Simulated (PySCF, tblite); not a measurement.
# C₂HClFGa: NMR shieldings

Aim: compute the NMR shieldings of C₂HClFGa (`C#[C][Ga]([F])[Cl]`).

Computed with tblite 0.8.0 and PySCF 2.14.0 and routines of our own; the level stands in each step. Atoms count from 0.

## (1) The starting structure

6 atoms, charge 0, multiplicity 1; geometry from: force field or distance geometry start.

## (2) Relaxing the molecule with GFN2-xTB

The job: settings as JSON, then the geometry in Å.

```
{"job": {"kind": "relax", "xc": "GFN2-xTB", "basis": "xTB"}, "charge": 0, "multiplicity": 1}
C      1.636000    -0.242700     0.945800
C      0.562500    -0.044900     0.388600
Ga    -1.306800     0.291000    -0.613300
F     -1.174800     1.906500    -1.655600
Cl    -2.280400    -1.510700    -0.480400
H      2.566600    -0.397200     1.419600
```

The run is started by

```
OMP_NUM_THREADS=1 python heavy_run.py task.json out
```

The driver reads the jobs from task.json and runs them one after another.

Output:

```text
step      E/eV     max force
  0    -416.04041    2.399
  1    -416.10154    4.163
  2    -416.29520    1.127
  3    -416.40767    0.983
  4    -416.44408    0.932
  5    -416.52424    0.750
  6    -416.53687    0.456
  7    -416.54901    0.472
  8    -416.56009    0.485
  9    -416.57465    0.392
 10    -416.58844    0.482
 11    -416.59913    0.356
 12    -416.60314    0.173
 13    -416.60490    0.147
 14    -416.60641    0.136
 15    -416.60881    0.217
 16    -416.61247    0.267
 17    -416.61623    0.216
 18    -416.61830    0.108
 19    -416.61899    0.076
 20    -416.61942    0.091
 21    -416.62049    0.135
 22    -416.62233    0.182
 23    -416.62485    0.217
 24    -416.62641    0.179
 25    -416.62722    0.083
 26    -416.62770    0.093
 27    -416.62834    0.099
 28    -416.62974    0.122
 29    -416.63155    0.119
 30    -416.63285    0.109
 31    -416.63343    0.068
 32    -416.63360    0.099
 33    -416.63378    0.052
 34    -416.63401    0.078
 35    -416.63437    0.078
 36    -416.63445    0.032
 37    -416.63448    0.018
 38    -416.63449    0.024
 39    -416.63453    0.051
 40    -416.63462    0.077
 41    -416.63477    0.082
 42    -416.63492    0.039
 43    -416.63500    0.021
 44    -416.63503    0.027
 45    -416.63503    0.019
 46    -416.63504    0.010
```

Wall time 0.29 s (1 thread of Arm Neoverse N1, shared host).

Along the way: (not every step is listed)

```csv
step,energy from step 0 (eV),largest force (eV/Å)
0,0.0000,2.3990
1,-0.0611,4.1626
2,-0.2548,1.1268
3,-0.3673,0.9831
4,-0.4037,0.9319
5,-0.4838,0.7499
6,-0.4965,0.4563
7,-0.5086,0.4716
8,-0.5197,0.4852
11,-0.5587,0.3563
14,-0.5660,0.1356
17,-0.5758,0.2164
20,-0.5790,0.0914
23,-0.5844,0.2171
26,-0.5873,0.0932
29,-0.5911,0.1195
32,-0.5932,0.0995
35,-0.5940,0.0776
38,-0.5941,0.0244
41,-0.5944,0.0815
42,-0.5945,0.0386
43,-0.5946,0.0212
44,-0.5946,0.0273
45,-0.5946,0.0194
46,-0.5946,0.0095
```

Distances of close pairs at the start and the end, largest changes first:

```csv
bond,before (Å),after (Å),change (Å)
C1–Ga2,2.147,1.950,-0.197
Ga2–F3,1.927,1.754,-0.173
Ga2–Cl4,2.052,2.074,+0.022
C0–C1,1.226,1.204,-0.021
C0–H5,1.056,1.055,-0.000
```

The end geometry stands in the next job.

## (3) Infrared spectrum with GFN2-xTB

The job: settings as JSON, then the geometry in Å.

```
{"job": {"kind": "ir", "xc": "GFN2-xTB", "basis": "xTB"}, "charge": 0, "multiplicity": 1}
C      1.687099    -0.154074     0.932663
C      0.630622    -0.079869     0.359674
Ga    -1.070327     0.078762    -0.581573
F     -1.199724     1.621066    -1.406938
Cl    -2.657581    -1.247067    -0.733908
H      2.613034    -0.216827     1.434804
```

Output:

```text
mode    cm-1     km/mol
  1      67.9      0.31
  2      95.6      3.37
  3     127.1     17.51
  4     205.1     25.55
  5     233.6     37.81
  6     356.4      7.08
  7     457.8     73.21
  8     474.7     67.87
  9     672.9     39.46
 10     676.1     33.56
 11    2157.8      9.48
 12    3323.6     16.39
```

Run time: 0.17 s. Hardware: 1 thread of Arm Neoverse N1, shared host.

Which atoms move in the most intense modes:

```csv
cm⁻¹,km/mol,atoms
127,17.5,"F3 61 %, Cl4 16 %, Ga2 13 %"
205,25.6,"C1 69 %, Ga2 14 %"
234,37.8,C1 78 %
458,73.2,"F3 37 %, Ga2 32 %, C0 11 %, Cl4 10 %"
475,67.9,"F3 35 %, Ga2 31 %, C0 16 %, C1 14 %"
673,39.5,"H5 83 %, C0 16 %"
676,33.6,"H5 83 %, C0 16 %"
3324,16.4,"H5 86 %, C0 13 %"
```

## (4) NMR shieldings: PBE/pcSseg-1 Ga:us-x2c-TZVPall-2c, spin–orbit

The job, as its differences from that of step 3:

```diff
@@ -1,2 +1,2 @@
-{"job": {"kind": "ir", "xc": "GFN2-xTB", "basis": "xTB"}, "charge": 0, "multiplicity": 1}
+{"job": {"kind": "hnmr", "xc": "PBE", "basis": {"default": "pcSseg-1", "Ga": "us-x2c-TZVPall-2c"}, "rel": "so"}, "charge": 0, "multiplicity": 1}
 C      1.687099    -0.154074     0.932663
```

Level: PBE/pcSseg-1 Ga:us-x2c-TZVPall-2c GIAO NMR shielding, X2C with spin-orbit coupling, screened-nuclear two-electron part, Gaussian nuclei, gas phase.

Output:

```text
spin-free SCF
coarse grid: 31864 points
cycle   1  E = -2581.2623433428  dE =  4.845e-01  |g| = 1.202e+00  |ddm| = 2.676e+00
cycle   2  E = -2579.9980908483  dE =  1.264e+00  |g| = 3.097e+00  |ddm| = 2.354e+00
cycle   3  E = -2581.3923103492  dE = -1.394e+00  |g| = 6.458e-01  |ddm| = 1.832e+00
cycle   4  E = -2581.4633316889  dE = -7.102e-02  |g| = 1.547e-01  |ddm| = 5.042e-01
cycle   5  E = -2581.4618036759  dE =  1.528e-03  |g| = 1.486e-01  |ddm| = 1.477e-01
cycle   6  E = -2581.4669529886  dE = -5.149e-03  |g| = 3.815e-02  |ddm| = 1.034e-01
cycle   7  E = -2581.4672974791  dE = -3.445e-04  |g| = 1.036e-02  |ddm| = 3.198e-02
cycle   8  E = -2581.4673179795  dE = -2.050e-05  |g| = 2.216e-03  |ddm| = 8.636e-03
cycle   9  E = -2581.4673193867  dE = -1.407e-06  |g| = 5.628e-04  |ddm| = 2.896e-03
final grid: 64432 points
cycle  10  E = -2581.4673472558  dE =  1.578e-08  |g| = 8.230e-04  |ddm| = 1.718e-03
cycle  11  E = -2581.4673468810  dE =  3.749e-07  |g| = 1.403e-03  |ddm| = 2.302e-03
cycle  12  E = -2581.4673474263  dE = -5.453e-07  |g| = 2.625e-04  |ddm| = 1.463e-03
cycle  13  E = -2581.4673474428  dE = -1.652e-08  |g| = 5.471e-05  |ddm| = 1.898e-04
cycle  14  E = -2581.4673474435  dE = -6.976e-10  |g| = 1.614e-05  |ddm| = 4.794e-05
converged SCF energy = -2581.4673474435
two-component SCF
cycle   1  E = -2581.4369284473  dE = -2.581e+03  |FDS-SDF| = 5.100e+00
cycle   2  E = -2581.5015275022  dE = -6.460e-02  |FDS-SDF| = 4.616e-03
cycle   3  E = -2581.5015275397  dE = -3.752e-08  |FDS-SDF| = 7.756e-04
cycle   4  E = -2581.5015274447  dE =  9.498e-08  |FDS-SDF| = 9.416e-04
cycle   5  E = -2581.5015275596  dE = -1.149e-07  |FDS-SDF| = 2.382e-04
cycle   6  E = -2581.5015275733  dE = -1.371e-08  |FDS-SDF| = 5.039e-05
converged, E = -2581.5015275733

Field gradients (au) and densities at the nuclei (bohr^-3)
atom        Vxx        Vyy        Vzz        centre      nuclear mean
  0 C      0.1314     0.2149    -0.3463        114.871        114.870
  1 C      0.1275     0.1349    -0.2625        114.819        114.818
  2 Ga    -0.9562    -1.5999     2.5560      25286.455      25274.855
  3 F     -0.4197    -0.9637     1.3834        407.065        407.064
  4 Cl    -0.8048    -1.4265     2.2313       2816.960       2816.908
  5 H     -0.1886    -0.1918     0.3804          0.378          0.378
without picture change
  2 Ga                           2.6395                     36289.602

Core orbital energies (eV)
atom   shell        mean    spread
  2 Ga 1s       -10222.602   0.000
  2 Ga 2s        -1264.004   0.000
  2 Ga 3s         -149.657   0.000
  2 Ga 2p1/2     -1119.120   0.000
  2 Ga 2p3/2     -1091.821   0.094
  2 Ga 3p1/2      -102.855   0.000
  2 Ga 3p3/2       -99.254   0.196
  2 Ga 3d3/2       -21.170   0.065
  2 Ga 3d5/2       -20.725   0.118
  4 Cl 1s        -2749.418   0.000
  4 Cl 2s         -251.986   0.000
  4 Cl 3s          -20.961   0.000
  4 Cl 2p1/2      -192.155   0.000
  4 Cl 2p3/2      -190.509   0.129

Shielding tensors (ppm)
atom      isotropic    diamagn.    paramagn.     s11        s22        s33       span
  0 C        87.23      257.93     -170.70      -5.11       3.92     262.87     267.97
  1 C        92.43      254.36     -161.93      -4.64      -4.24     286.16     290.80
  2 Ga     1661.92     2545.98     -884.06    1433.97    1634.59    1917.19     483.22
  3 F       238.30      468.46     -230.16      80.05     287.63     347.22     267.17
  4 Cl      854.98     1122.71     -267.73     679.23     862.78    1022.94     343.70
  5 H        29.98       32.78       -2.80      24.65      24.71      40.58      15.94
```

It took 44 s on 1 thread of Arm Neoverse N1, shared host; peak memory 0.85 GiB.

In short:

```csv
quantity,value
energy from spin-orbit coupling,-0.0342 Eh
```

Orbitals, density, ELF and potential are computed afterwards from the orbital file.

Frontier orbitals at PBE/us-x2c-TZVPall-2c+pcSseg-1, with the share of their density that lies nearest to each atom:

```csv
orbital,energy (eV),lies on
HOMO,-7.56,"C0, C1 about 46 % each"
LUMO,-2.55,"Ga2 49 %; C0, C1 about 16 % each; Cl4 9 %"
```

ELF in a plane through or near 6 of the atoms.

Ten even steps from ' ' (0.00) to '@' (1.00):
```
                                                        
                                                        
                                    ......              
                                  ::==++==--..          
                                ::==##%%%%##==..        
                ..::::::..      ::++%%##==####++::      
              ..--++++====::    ::++%%::**::%%**==..    
        ..**##**++######****--..::--##----++%%##==..    
      ..##@@@@@@##**%%%%**%%**..::::--####%%%%**==      
      --@@@@@@@@::**##==####**::****::--++**++--::      
      ::%%@@@@@@==..%%++..##++--****--..........        
        --%%%%##**##%%##**##==..--::..::                
            ..::++******++==....--++##**--..            
              ..--==----::    ::####**%%**::            
                  ......      ==%%%%++%%**::            
                              ::++****++::              
                                ..::::..                
                                                        
                                                        
                                                        
```
The map spans 11.2 Å across and 8.6 Å up, centred on the molecule. Atoms in the plane (x, y in Å): C0 (-1.9, 0.1), C1 (-0.7, 0.1), Ga2 (1.2, -0.1), F3 (1.8, -1.7), Cl4 (2.7, 1.4), H5 (-3.0, 0.2).

log10 of the density (e/Å³) in the same plane.

Ten even steps from ' ' (-4.0) to '@' (2.3):
```
                                                        
                                    ..........          
                                ..::::----::::....      
                              ..::----======--::::..    
              ......::........::--====++++++==----::    
          ..::::----------------====++******++==--::..  
      ....::----============--====++**##@@****====::..  
      ..::--====++++++++++++====++++****%%****====::..  
    ..::--==++************++++++************++==--::..  
    ..::--++****##%%**##%%******%%%%**++++++==----::    
    ..::--==++**********##****##@@@@##++====--::::..    
      ::::====++++++******++++**####**++==--::::..      
      ..::::--================++++******++--::..        
        ....::--------------==++**##@@##++==::          
            ..::::::::::::::--==**##%%**++==::          
                ............::====++++++==--..          
                            ..::--====----..            
                              ..::::::::..              
                                                        
                                                        
```
The map spans 11.2 Å across and 8.6 Å up, centred on the molecule. Atoms in the plane (x, y in Å): C0 (-1.9, 0.1), C1 (-0.7, 0.1), Ga2 (1.2, -0.1), F3 (1.8, -1.7), Cl4 (2.7, 1.4), H5 (-3.0, 0.2).

On the surface of density 0.002 e/bohr³ the electrostatic potential runs, from the 1st to the 99th percentile, from -1.14 V near F3 to 2.96 V near Ga2.

## (5) NMR shieldings: PBE/pcSseg-1 Ga:us-x2c-TZVPall-2c, spin-free

The job: settings as JSON, then the geometry in Å.

```
{"job": {"kind": "hnmr", "xc": "PBE", "basis": {"default": "pcSseg-1", "Ga": "us-x2c-TZVPall-2c"}, "rel": "sf"}, "charge": 0, "multiplicity": 1}
C      1.687099    -0.154074     0.932663
C      0.630622    -0.079869     0.359674
Ga    -1.070327     0.078762    -0.581573
F     -1.199724     1.621066    -1.406938
Cl    -2.657581    -1.247067    -0.733908
H      2.613034    -0.216827     1.434804
```

Level: PBE/pcSseg-1 Ga:us-x2c-TZVPall-2c GIAO NMR shielding, spin-free X2C, Gaussian nuclei, gas phase.

Output:

```text
spin-free SCF
coarse grid: 31864 points
cycle   1  E = -2581.2623433428  dE =  4.845e-01  |g| = 1.202e+00  |ddm| = 2.676e+00
cycle   2  E = -2579.9980908483  dE =  1.264e+00  |g| = 3.097e+00  |ddm| = 2.354e+00
cycle   3  E = -2581.3923103492  dE = -1.394e+00  |g| = 6.458e-01  |ddm| = 1.832e+00
cycle   4  E = -2581.4633316889  dE = -7.102e-02  |g| = 1.547e-01  |ddm| = 5.042e-01
cycle   5  E = -2581.4618036759  dE =  1.528e-03  |g| = 1.486e-01  |ddm| = 1.477e-01
cycle   6  E = -2581.4669529886  dE = -5.149e-03  |g| = 3.815e-02  |ddm| = 1.034e-01
cycle   7  E = -2581.4672974791  dE = -3.445e-04  |g| = 1.036e-02  |ddm| = 3.198e-02
cycle   8  E = -2581.4673179795  dE = -2.050e-05  |g| = 2.216e-03  |ddm| = 8.636e-03
cycle   9  E = -2581.4673193867  dE = -1.407e-06  |g| = 5.628e-04  |ddm| = 2.896e-03
final grid: 64432 points
cycle  10  E = -2581.4673472558  dE =  1.578e-08  |g| = 8.230e-04  |ddm| = 1.718e-03
cycle  11  E = -2581.4673468810  dE =  3.749e-07  |g| = 1.403e-03  |ddm| = 2.302e-03
cycle  12  E = -2581.4673474263  dE = -5.453e-07  |g| = 2.625e-04  |ddm| = 1.463e-03
cycle  13  E = -2581.4673474428  dE = -1.652e-08  |g| = 5.471e-05  |ddm| = 1.898e-04
cycle  14  E = -2581.4673474435  dE = -6.976e-10  |g| = 1.614e-05  |ddm| = 4.794e-05
converged SCF energy = -2581.4673474435
check of the scalar solution
cycle   1  E = -2581.4673474435  dE = -2.581e+03  |FDS-SDF| = 1.614e-05
cycle   2  E = -2581.4673474432  dE =  2.583e-10  |FDS-SDF| = 3.857e-05
converged, E = -2581.4673474432

Field gradients (au) and densities at the nuclei (bohr^-3)
atom        Vxx        Vyy        Vzz        centre      nuclear mean
  0 C      0.1314     0.2150    -0.3463        114.871        114.870
  1 C      0.1276     0.1349    -0.2625        114.819        114.818
  2 Ga    -0.9561    -1.5994     2.5555      25285.398      25273.799
  3 F     -0.4195    -0.9635     1.3831        407.065        407.064
  4 Cl    -0.8048    -1.4264     2.2312       2816.976       2816.924
  5 H     -0.1886    -0.1918     0.3804          0.378          0.378
without picture change
  2 Ga                           2.6396                     36289.819

Core orbital energies (eV)
atom   shell        mean    spread
  2 Ga 1s       -10222.709   0.000
  2 Ga 2s        -1264.021   0.000
  2 Ga 3s         -149.658   0.000
  2 Ga 2p        -1100.808   0.144
  2 Ga 3p         -100.436   0.320
  2 Ga 3d          -20.902   0.224
  4 Cl 1s        -2749.416   0.000
  4 Cl 2s         -251.986   0.000
  4 Cl 3s          -20.961   0.000
  4 Cl 2p         -191.056   0.214

Shielding tensors (ppm)
atom      isotropic    diamagn.    paramagn.     s11        s22        s33       span
  0 C        87.56      257.86     -170.30      -4.09       3.99     262.77     266.86
  1 C        95.91      254.19     -158.28      -2.19       3.74     286.18     288.37
  2 Ga     1470.83     2652.37    -1181.54    1236.30    1442.10    1734.08     497.78
  3 F       234.90      468.06     -233.16      75.62     285.34     343.74     268.12
  4 Cl      866.50     1140.36     -273.86     685.70     874.03    1039.76     354.07
  5 H        29.96       32.80       -2.84      24.60      24.68      40.60      16.00
```

Run time: 16 s. Hardware: 1 thread of Arm Neoverse N1, shared host; peak memory 0.68 GiB.

## (6) Shieldings side by side

```csv
run,Ga2,Cl4,C1,F3,C0,H5,time
"step 4, PBE/pcSseg-1 Ga:us-x2c-TZVPall-2c, spin–orbit",1661.9,855.0,92.4,238.3,87.2,30.0,44 s
"step 5, PBE/pcSseg-1 Ga:us-x2c-TZVPall-2c, spin-free",1470.8,866.5,95.9,234.9,87.6,30.0,16 s
```

## (7) What came out

| quantity | value |
| --- | --- |
| strongest single infrared mode (GFN2-xTB) | 458 cm⁻¹, 73 km/mol |
| zero-point energy (GFN2-xTB) | 12.7 kcal/mol |
| energy from spin-orbit coupling (step 4, PBE/pcSseg-1 Ga:us-x2c-TZVPall-2c, spin–orbit) | -0.0342 Eh |
| shieldings (step 4, PBE/pcSseg-1 Ga:us-x2c-TZVPall-2c, spin–orbit) | C0 87.2, C1 92.4, Ga2 1661.9, F3 238.3, Cl4 855.0, H5 30.0 ppm |
| surface potential, 1st and 99th percentile | -1.14 V and 2.96 V |
| shieldings (step 5, PBE/pcSseg-1 Ga:us-x2c-TZVPall-2c, spin-free) | C0 87.6, C1 95.9, Ga2 1470.8, F3 234.9, Cl4 866.5, H5 30.0 ppm |

In words: All 12 modes are real, so the xTB geometry is a minimum. The strongest single mode, at 458 cm⁻¹, is carried by F3, Ga2, C0, Cl4. Unscaled tight-binding wavenumbers are off by several per cent, some by more. Its intensities can rank the bands wrongly. In step 4, Ga2 has the widest tensor, 483 ppm. By nearest atom (PBE/us-x2c-TZVPall-2c+pcSseg-1), the HOMO sits on C0, C1 about 46 % each and the LUMO on Ga2 49 %; C0, C1 about 16 % each. Ga2 moves most between the runs, by 191 ppm; the labels say what changes from run to run.
